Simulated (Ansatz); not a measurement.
# BHLYP/def2-SVP run of Si2H2OF2 (SMILES F[Si]1(F)O[SiH2]1)

What is the electronic atomisation energy of Si2H2OF2 at BHLYP/def2-SVP? 

The results are computed with Ansatz 0.2.0.

49 further runs of the same task are left out: 49 set aside as unsound or not needed. Runs told in other sessions of the task aren't counted.

### Step 1. The system as given

Si2H2OF2: 7 atoms, total charge 0, spin state singlet. As SMILES, `F[Si]1(F)O[SiH2]1`. The shape is that of a PBE0-D4/def2-TZVP optimisation.

Bond lengths: F1–Si2 1.578 Å, Si2–F3 1.578 Å, Si2–O4 1.648 Å, Si2–Si5 2.174 Å, O4–Si5 1.718 Å, Si5–H6 1.482 Å, Si5–H7 1.482 Å. Some angles: F1–Si2–F3 105.1°, F1–Si2–O4 114.7°, F1–Si2–Si5 127.3°, F3–Si2–O4 114.7°, F3–Si2–Si5 127.3°, O4–Si2–Si5 51.2°, Si2–O4–Si5 80.4°, Si2–Si5–O4 48.4°, Si2–Si5–H6 124.7°, Si2–Si5–H7 124.7°.

### Step 2. The energy at BHLYP/def2-SVP

molecule.yaml

```yaml
crystal:
  periodic: [false, false, false]
  atoms:
    - {symbol: F, position_ang: [0.424200, -1.612100, 1.693800]}
    - {symbol: Si, position_ang: [0.037900, -1.026000, 0.280100]}
    - {symbol: F, position_ang: [-0.194200, -2.288000, -0.639100]}
    - {symbol: O, position_ang: [1.103500, 0.077900, -0.322100]}
    - {symbol: Si, position_ang: [-0.304800, 1.058600, -0.232800]}
    - {symbol: H, position_ang: [-0.202300, 2.188800, 0.720000]}
    - {symbol: H, position_ang: [-0.802800, 1.532800, -1.545500]}
basis:
  gaussian:
    orbitals: def2-SVP
hamiltonian:
  xc: {name: BHLYP}
accuracy: high
output:
  orbitals: {seedname: orbitals}
```

On the command line:

```sh
$ ansatz run molecule.yaml --threads 1 --pin off --max-ram 2610MiB --events-out events.jsonl --progress --plain --runs-dir runs
```

Log:

```text
Warning: RAYON_NUM_THREADS=1 ignored (pool sized by the plan → 1); use --threads N
Functional definition: BHLYP
  name "BHLYP"
  parameter a = 0.5
  exchange = (1 - a)*b88_x + a*exact_x
  correlation = lyp_c
1781 factors; integrals over basis functions are off by at most 3.9e-9 eV
mean field evaluation 1: about -23252.3406 eV, gradient 5.7e1 eV
mean field evaluation 2: about -23247.8276 eV, gradient 7.6e1 eV
mean field evaluation 4: about -23257.7053 eV, gradient 2.9e0 eV
mean field evaluation 8: about -23258.1358 eV, gradient 4.3e-1 eV
mean field evaluation 16: about -23258.1363 eV, gradient 8.1e-5 eV
mean field -23258.13628651 eV, -854.7207435981 hartree, gradient 8.9e-8 eV, S^2 0.000000; 0 other end points of the search recorded, 0 dependent functions left out
reference -23258.13631197 eV, -854.7207445339 hartree; 28, 28 occupied and 60, 60 virtual orbitals, 1781 factors
Total energy: -23258.13631197 eV, -854.7207445339 hartree
```

Wall time 9.9 s (1 thread of Arm Neoverse V1, shared host); peak memory 0.29 GiB.

### Step 3. The F atom at the same level

input.yaml

```yaml
crystal:
  periodic: [false, false, false]
  atoms:
    - {symbol: F, position_ang: [0.000000, 0.000000, 0.000000]}
basis:
  gaussian:
    orbitals: def2-SVP
magnetization:
  spin_polarized: true
  initial_magnetization: 1
accuracy: high
hamiltonian:
  xc: {name: BHLYP}
```

On the command line:

```sh
$ ansatz run input.yaml --threads 1 --pin off --max-ram 2610MiB --events-out events.jsonl --progress --plain --runs-dir runs
```

Log:

```text
Warning: RAYON_NUM_THREADS=1 ignored (pool sized by the plan → 1); use --threads N
Functional definition: BHLYP
  name "BHLYP"
  parameter a = 0.5
  exchange = (1 - a)*b88_x + a*exact_x
  correlation = lyp_c
95 factors; integrals over basis functions are off by at most 1.3e-9 eV
mean field evaluation 1: about -2710.6440 eV, gradient 4.7e0 eV
mean field evaluation 2: about -2710.7031 eV, gradient 7.3e-1 eV
mean field evaluation 4: about -2710.7055 eV, gradient 2.3e-1 eV
mean field evaluation 8: about -2710.7057 eV, gradient 8.1e-4 eV
mean field -2710.70565229 eV, -99.6165953392 hartree, gradient 1.3e-8 eV, S^2 0.751326; 0 other end points of the search recorded, 0 dependent functions left out
reference -2710.70565939 eV, -99.6165956004 hartree; 5, 4 occupied and 9, 10 virtual orbitals, 95 factors
Total energy: -2710.70565939 eV, -99.6165956004 hartree
```

Run time: 0.3 s. Hardware: 1 thread of Arm Neoverse V1, shared host.

### Step 4. The H atom, same level

job.yaml

```yaml
crystal:
  periodic: [false, false, false]
  atoms:
    - {symbol: H, position_ang: [0.000000, 0.000000, 0.000000]}
basis:
  gaussian: {orbitals: def2-SVP}
magnetization: {spin_polarized: true, initial_magnetization: 1}
hamiltonian: {xc: {name: BHLYP}}
accuracy: high
```

On the command line:

```sh
$ ansatz run job.yaml --threads 1 --pin off --max-ram 2610MiB --events-out events.jsonl --progress --plain --runs-dir runs
```

Log:

```text
Warning: RAYON_NUM_THREADS=1 ignored (pool sized by the plan → 1); use --threads N
Functional definition: BHLYP
  name "BHLYP"
  parameter a = 0.5
  exchange = (1 - a)*b88_x + a*exact_x
  correlation = lyp_c
15 factors; integrals over basis functions are off by at most 8.9e-10 eV
mean field evaluation 1: about -13.5381 eV, gradient 8.2e-1 eV
mean field evaluation 2: about -13.5467 eV, gradient 1.5e-1 eV
mean field evaluation 4: about -13.5469 eV, gradient 9.3e-5 eV
mean field evaluation 8: about -13.5469 eV, gradient 3.4e-11 eV
mean field -13.54689866 eV, -0.4978393432 hartree, gradient 1.0e-10 eV, S^2 0.750000; 0 other end points of the search recorded, 0 dependent functions left out
reference -13.54691167 eV, -0.4978398215 hartree; 1, 0 occupied and 4, 5 virtual orbitals, 15 factors
Total energy: -13.54691167 eV, -0.4978398215 hartree
```

It took 0.12 s on 1 thread of Arm Neoverse V1, shared host.

### Step 5. The O atom at the same level

input.yaml

```yaml
crystal:
  periodic: [false, false, false]
  atoms:
    - {symbol: O, position_ang: [0.000000, 0.000000, 0.000000]}
basis:
  gaussian:
    orbitals: def2-SVP
magnetization:
  spin_polarized: true
  initial_magnetization: 2
hamiltonian:
  xc: {name: BHLYP}
accuracy: high
```

Run the same way, it converges to -74.98239 Eh (log not shown).

### Step 6. The Si atom

job.yaml

```yaml
crystal:
  periodic: [false, false, false]
  atoms:
    - symbol: Si
      position_ang: [0.000000, 0.000000, 0.000000]
basis:
  gaussian:
    orbitals: def2-SVP
magnetization:
  spin_polarized: true
  initial_magnetization: 2
hamiltonian:
  xc: {name: BHLYP}
accuracy: high
```

Run the same way, it converges to -289.27962 Eh (log not shown).

### Step 7. Summary of results

Level: BHLYP/def2-SVP.

| quantity | value |
| --- | --- |
| molecule: total energy | -854.72074 Eh |
| molecule: HOMO energy | -8.78 eV |
| molecule: LUMO energy | -0.34 eV |
| molecule: HOMO–LUMO gap | 8.45 eV |
| F atom: total energy | -99.61660 Eh |
| F atom: ⟨S²⟩ | 0.751 |
| H atom: total energy | -0.49784 Eh |
| H atom: ⟨S²⟩ | 0.750 |
| O atom: total energy | -74.98239 Eh |
| O atom: ⟨S²⟩ | 2.003 |
| Si atom: total energy | -289.27962 Eh |
| Si atom: ⟨S²⟩ | 2.004 |
| electronic atomisation energy | 25.858 eV |

What this shows: Taking the molecule apart into free atoms costs 25.86 eV (2495 kJ/mol), before zero-point energy and without spin-orbit coupling.
